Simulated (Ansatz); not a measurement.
# PbO: the cost of one run

Computed with Ansatz 0.2.0 (reference: DFT, PBEsol, plane waves, PAW, unless a step's input says otherwise).

3 further runs of the same task are left out: 1 for a known fault of the program, 2 that didn't finish.

## 1. The starting structure

Symmetry: P6_3/mmc, No. 194, hexagonal system. Conventional cell: a = 3.566 Å, b = 3.566 Å, c = 6.470 Å, α = 90.00°, β = 90.00°, γ = 120.00°. Pb (site symmetry -3m) has 6 O at 2.62 Å as nearest neighbours. O (site symmetry -6m2) is surrounded by 6 Pb at 2.62 Å.

As a file:

```cif
data_structure
_symmetry_space_group_name_H-M 'P 1'
_symmetry_Int_Tables_number 1
_cell_length_a 3.5665
_cell_length_b 3.5665
_cell_length_c 6.4701
_cell_angle_alpha 90.000
_cell_angle_beta 90.000
_cell_angle_gamma 120.000
_cell_volume 71.27
loop_
_atom_site_label
_atom_site_type_symbol
_atom_site_fract_x
_atom_site_fract_y
_atom_site_fract_z
_atom_site_occupancy
Pb1 Pb 0.00000 0.00000 0.00000 1
Pb2 Pb 0.00000 0.00000 0.50000 1
O1 O 0.33333 0.66667 0.25000 1
O2 O 0.66667 0.33333 0.75000 1
```

## 2. Baseline

File input.yaml:

```yaml
crystal:
  lattice:
    - [3.5664584724, 0.0, 0.0]
    - [-1.7832292362, 3.0886436387, 0.0]
    - [0.0, 0.0, 6.4701096501]
  atoms:
    - { symbol: Pb, position: [0.0, 0.0, 0.0] }
    - { symbol: Pb, position: [0.0, 0.0, 0.5] }
    - { symbol: O, position: [0.3333333333, 0.6666666667, 0.25] }
    - { symbol: O, position: [0.6666666667, 0.3333333333, 0.75] }
kpoints:
  mp_grid: { grid: [6, 6, 4] }
hamiltonian:
  xc: pbesol
scf:
  occupations: { method: fermi_dirac, width: 0.02 }
  n_extra_bands: 5
output:
  forces: true
  stress: true
  eigenvalues: true
```

Launch:

```sh
$ ansatz run input.yaml --threads 4 --pin off --max-ram 3686MiB --backend cpu --events-out ev --progress --plain --runs-dir out
```

Q: Estimate wall time and peak memory on 4 threads of an x86-64 CPU, shared host.

About 5.6 s, with a peak of 0.38 GiB.
